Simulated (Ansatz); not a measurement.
# LuGe3O: the cost of one run

Computed with Ansatz 0.2.0 (DFT PBE, scalar-relativistic, plane waves, PAW, unless a step's input says otherwise).

## 1. The system as given

The structure is cubic, space group Pm-3m (No. 221). The conventional cell has a = 4.566 Å, b = 4.566 Å, c = 4.566 Å, α = 90.00°, β = 90.00°, γ = 90.00°. Lu (site symmetry m-3m) is surrounded by 12 Ge at 3.23 Å. Ge (site symmetry 4/mmm) is surrounded by 2 O at 2.28 Å. O (site symmetry m-3m) is surrounded by 6 Ge at 2.28 Å.

Coordinates:

```cif
data_structure
_symmetry_space_group_name_H-M 'Pm-3m'
_symmetry_Int_Tables_number 221
_cell_length_a 4.5660
_cell_length_b 4.5660
_cell_length_c 4.5660
_cell_angle_alpha 90.000
_cell_angle_beta 90.000
_cell_angle_gamma 90.000
_cell_volume 95.19
loop_
_atom_site_label
_atom_site_type_symbol
_atom_site_symmetry_multiplicity
_atom_site_Wyckoff_symbol
_atom_site_fract_x
_atom_site_fract_y
_atom_site_fract_z
_atom_site_occupancy
Lu1 Lu 1 b 0.50000 0.50000 0.50000 1
Ge1 Ge 3 d 0.50000 0.00000 0.00000 1
O1 O 1 a 0.00000 0.00000 0.00000 1
```

The cell is invented: random cell by space group and Wyckoff sites (Pm-3m, No. 221). Lengths come from tabulated atomic sizes and are only a guess.

## 2. The guess as it stands, on a coarse mesh

The input, input.yaml:

```yaml
crystal:
  lattice:
    - [4.56602196, 0.0, 0.0]
    - [0.0, 4.56602196, 0.0]
    - [0.0, 0.0, 4.56602196]
  atoms:
    - { symbol: Lu, position: [0.5, 0.5, 0.5] }
    - { symbol: Ge, position: [0.5, 0.0, 0.0] }
    - { symbol: Ge, position: [0.0, 0.5, 0.0] }
    - { symbol: Ge, position: [0.0, 0.0, 0.5] }
    - { symbol: O, position: [0.0, 0.0, 0.0] }
basis:
  ecutwfc: 420
kpoints:
  mp_grid: { grid: [4, 4, 4] }
hamiltonian:
  xc: pbe
scf:
  occupations: { method: gaussian, width: 0.1 }
  lower_state_search: "off"
output:
  forces: true
  stress: true
  eigenvalues: true
```

Command:

```
> ansatz run input.yaml --threads 1 --pin off --max-ram 2560MiB --backend cpu --events-out ev --progress --plain --runs-dir out
```

What time and memory should one allow on 1 thread of Arm Neoverse V1, shared host?

About 4.3 s, with a peak of 0.36 GiB.
